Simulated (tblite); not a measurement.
# C5H11Si2: the cost of one run

The runs use tblite 0.8.0 and PySCF 2.14.0, with density-fitted response routines of our own; the level of theory stands in each step. All values are computed, except where a source is named. Atoms are numbered from 0 throughout.

## 1. The starting structure

18 atoms, charge 0, multiplicity 2; geometry from: force field or distance geometry start.

Bonds of the start (Å): C0–C1 1.36, C1–C2 1.49, C1–C3 1.47, C3–Si4 1.87, C3–C5 1.35, C5–Si6 1.83, C0–H7 1.08, C0–H8 1.08, C2–H9 1.09, C2–H10 1.09, C2–H11 1.11, Si4–H12 1.48, Si4–H13 1.49, Si4–H14 1.49, C5–H15 1.09, Si6–H16 1.49, Si6–H17 1.48.

## 2. Geometry optimisation with GFN2-xTB

What the job is given:

```
{"job": {"kind": "relax", "xc": "GFN2-xTB", "basis": "xTB"}, "charge": 0, "multiplicity": 2}
C      1.183500    -1.669500     0.212800
C      0.165800    -0.910700    -0.277900
C     -1.011600    -1.530300    -0.954800
C      0.171900     0.545400    -0.110600
Si     0.719200     1.504400    -1.622000
C     -0.163500     1.170200     1.041500
Si    -0.717400     0.468200     2.641100
H      1.182400    -2.742300     0.111700
H      2.032700    -1.225500     0.720500
H     -1.069700    -1.226500    -2.005100
H     -0.988000    -2.623300    -0.934200
H     -1.955400    -1.222600    -0.467500
H      2.131000     1.191900    -1.941900
H      0.604000     2.964600    -1.372700
H     -0.145900     1.162100    -2.785100
H     -0.123700     2.257200     1.108200
H      0.106700     1.040200     3.742400
H     -2.130800     0.852700     2.881900
```

On the command line:

```console
OMP_NUM_THREADS=1 python probes_run.py task.json out
```

The driver reads the jobs from task.json and runs them one after another.

Q: Estimate the wall time of this first job on 1 thread of Arm Neoverse V2, shared host.

About 1.1 s.
